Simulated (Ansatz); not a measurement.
# CdSb3O: the cost of one run

Method: DFT PBE, scalar-relativistic, plane waves, PAW, in Ansatz 0.2.0.

## (1) Starting point

It takes space group P4/mmm (No. 123, tetragonal). The conventional cell has a = 4.296 Å, b = 4.296 Å, c = 6.951 Å, α = 90.00°, β = 90.00°, γ = 90.00°. Cd (site symmetry 4/mmm) is surrounded by 2 Sb at 1.88 Å. Sb (site symmetry 4/mmm) is surrounded by 4 O at 3.04 Å and 8 Sb at 3.43 Å. Around Sb (site symmetry 4mm) lie 1 O at 1.60 Å. O (site symmetry 4/mmm) is surrounded by 2 Sb at 1.60 Å.

As a file:

```
Cd Sb O
1.0
     4.29557    0.00000    0.00000
     0.00000    4.29557    0.00000
     0.00000    0.00000    6.95071
Cd Sb O
1 3 1
Cartesian
  2.1478 2.1478 0.0000
  0.0000 0.0000 3.4754
  2.1478 2.1478 1.8798
  2.1478 2.1478 5.0709
  2.1478 2.1478 3.4754
```

The cell is invented: random cell by space group and Wyckoff sites (P4/mmm, No. 123). The dimensions are guesses.

## (2) A first look at the guess

Contents of input.yaml:

```yaml
crystal:
  lattice:
    - [4.29557082, 0.0, 0.0]
    - [0.0, 4.29557082, 0.0]
    - [0.0, 0.0, 6.95070622]
  atoms:
    - { symbol: Cd, position: [0.5, 0.5, 0.0] }
    - { symbol: Sb, position: [0.0, 0.0, 0.5] }
    - { symbol: Sb, position: [0.5, 0.5, 0.27044509] }
    - { symbol: Sb, position: [0.5, 0.5, 0.72955491] }
    - { symbol: O, position: [0.5, 0.5, 0.5] }
basis:
  ecutwfc: 420
kpoints:
  mp_grid: { grid: [4, 4, 4] }
hamiltonian:
  xc: pbe
scf:
  occupations: { method: gaussian, width: 0.1 }
  lower_state_search: "off"
output:
  forces: true
  stress: true
  eigenvalues: true
```

Command:

```bash
$ ansatz run input.yaml --threads 1 --pin off --max-ram 2560MiB --backend cpu --events-out ev --progress --plain --runs-dir out
```

What time and memory should one allow on 1 thread of Intel Xeon 6975P-C (Granite Rapids), shared host?

About 3.2 s, with a peak of 0.48 GiB.
